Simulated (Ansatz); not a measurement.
# CH₄BF₃Si: up Jacob's ladder to CCSD(T)

How much do the methods differ for CH₄BF₃Si? The plan is to run it at one geometry with functionals of several rungs and with coupled cluster, and see how far each lands from CCSD(T) at the basis-set limit for the atomisation energy.

Computed with Ansatz 0.2.0, Gaussian basis. Level: functionals in def2-TZVPP, the program's frozen cores in correlated methods.

Levels to be run: LDA (SPW92), PBE-D4, revPBE-D4, BLYP-D4, r2SCAN-D4, B97M-V, PBE0-D4, B3LYP-D4, r2SCANh-D4, r2SCAN0-D4, HSE06-D4, BHLYP-D4, CAM-B3LYP-D4, LC-ωPBE, ωB97X-V, ωB97M-V, B2PLYP, PBE-QIDH; CCSD(T)/def2-SVP; CCSD(T)/def2-TZVPP; MP2/def2-QZVPP; extrapolation to the limit; RPA on PBE.

3 further runs of the same task are left out: 2 for a known fault of the program, 1 that didn't finish.

## Step 1: The relaxed structure

An earlier PBE0-D4 in a triple-zeta def2 set relaxation fixed the geometry.

SMILES `CB[Si](F)(F)F`, 10 atoms, charge 0, spin multiplicity 1.

Atoms are counted from 1 here; the program's logs count them from 0.

Bond lengths: C1–B2 1.543 Å, C1–H7 1.091 Å, C1–H8 1.091 Å, C1–H9 1.108 Å, B2–Si3 2.009 Å, B2–H10 1.198 Å, Si3–F4 1.586 Å, Si3–F5 1.585 Å, Si3–F6 1.585 Å. Angles: B2–C1–H7 116.3°, B2–C1–H8 115.0°, B2–C1–H9 102.0°, H7–C1–H8 110.9°, H7–C1–H9 105.6°, H8–C1–H9 105.4°, C1–B2–Si3 122.8°, C1–B2–H10 120.1°, Si3–B2–H10 117.0°, B2–Si3–F4 113.5°, B2–Si3–F5 111.4°, B2–Si3–F6 111.9°, F4–Si3–F5 106.3°, F4–Si3–F6 106.2°, F5–Si3–F6 107.1°.

As a file:

| atom | x (Å) | y (Å) | z (Å) |
| --- | --- | --- | --- |
| C1 | 0.2761 | -1.4331 | 0.6156 |
| B2 | 0.7316 | -0.0419 | 0.1277 |
| Si3 | -0.5296 | 1.2897 | -0.6935 |
| F4 | -2.0123 | 0.7485 | -0.8431 |
| F5 | -0.0606 | 1.7091 | -2.1481 |
| F6 | -0.6283 | 2.6172 | 0.1665 |
| H7 | -0.6270 | -1.8354 | 0.1550 |
| H8 | 1.0625 | -2.1888 | 0.6558 |
| H9 | 0.0079 | -1.2301 | 1.6709 |
| H10 | 1.8628 | 0.3136 | 0.2962 |

## Step 2: LDA

This LDA is Slater exchange with PW92 correlation.

Input file in.yaml:

```yaml
crystal:
  periodic: [false, false, false]
  atoms:
    - {symbol: C, position_ang: [0.276149, -1.433125, 0.615618]}
    - {symbol: B, position_ang: [0.731561, -0.041942, 0.127670]}
    - {symbol: Si, position_ang: [-0.529570, 1.289699, -0.693458]}
    - {symbol: F, position_ang: [-2.012335, 0.748499, -0.843081]}
    - {symbol: F, position_ang: [-0.060634, 1.709093, -2.148083]}
    - {symbol: F, position_ang: [-0.628305, 2.617249, 0.166504]}
    - {symbol: H, position_ang: [-0.627028, -1.835366, 0.154963]}
    - {symbol: H, position_ang: [1.062475, -2.188782, 0.655779]}
    - {symbol: H, position_ang: [0.007887, -1.230068, 1.670913]}
    - {symbol: H, position_ang: [1.862800, 0.313642, 0.296172]}
basis:
  gaussian: {orbitals: def2-TZVPP}
hamiltonian: {xc: lda}
output: {orbitals: {seedname: orbitals}}
```

The run is started by

```bash
> ansatz run in.yaml --threads 2 --pin off --events-out ev --progress --plain --max-ram 32768MiB --backend cpu
```

The runs that follow: PBE-D4 (GGA); revPBE-D4 (GGA); BLYP-D4 (GGA); r2SCAN-D4 (meta-GGA); B97M-V (meta-GGA); PBE0-D4 (hybrid); B3LYP-D4 (hybrid); r2SCANh-D4 (hybrid); r2SCAN0-D4 (hybrid); HSE06-D4 (hybrid); BHLYP-D4 (hybrid); CAM-B3LYP-D4 (range-separated); LC-ωPBE (range-separated); ωB97X-V (range-separated); ωB97M-V (range-separated); B2PLYP (double hybrid); PBE-QIDH (double hybrid); CCSD(T) in def2-SVP; CCSD(T) in def2-TZVPP; MP2 in def2-QZVPP; RPA on PBE orbitals.

Before running them: what should the planned runs give, taken together? Wanted: atomisation energy, CCSD(T)/CBS; farthest beyond LDA; mean size of error, GGA; mean size of error, meta-GGA; mean size of error, hybrid; mean size of error, range-separated; mean size of error, double hybrid; gap, smallest and largest; T1 diagnostic.

**Answer**, as computed:

```
                               quantity                                                                   value
        atomisation energy, CCSD(T)/CBS                                                           4104.6 kJ/mol
 functionals within 20.5 kJ/mol (0.5 %)  r2SCAN-D4, B97M-V, r2SCANh-D4, CAM-B3LYP-D4, LC-ωPBE, ωB97X-V, ωB97M-V
                    farthest beyond LDA                                                BHLYP-D4 (-128.1 kJ/mol)
                mean size of error, GGA                                                             45.2 kJ/mol
           mean size of error, meta-GGA                                                             11.2 kJ/mol
             mean size of error, hybrid                                                             45.8 kJ/mol
    mean size of error, range-separated                                                              6.6 kJ/mol
      mean size of error, double hybrid                                                             35.8 kJ/mol
              gap, smallest and largest                               3.83 eV (LDA (SPW92)), 11.49 eV (LC-ωPBE)
                          T1 diagnostic                                                                  0.0119
triples share of the correlation energy                                                                   3.0 %
```

LDA overbinds by 549.5 kJ/mol (13 %). PBE-D4 is off by +47.4 kJ/mol. Double hybrids carry the basis error of their MP2 part in triple zeta, and no dispersion term here, so their miss is partly the set-up's. The rungs range-separated, meta-GGA miss on average by less than the doubt on the reference (20.5 kJ/mol), so they tie. Misses under about 20.5 kJ/mol are within the doubt on the reference itself, which lacks core-valence correlation, relativity and higher excitations. Hartree-Fock recovers 77 % of the binding; the rest is correlation. CCSD(T) in def2-SVP is off by -276.0 kJ/mol, more than most functionals: a good method in a small basis is no reference. Orbital gaps span 3.8 to 11.5 eV; exact exchange widens them.
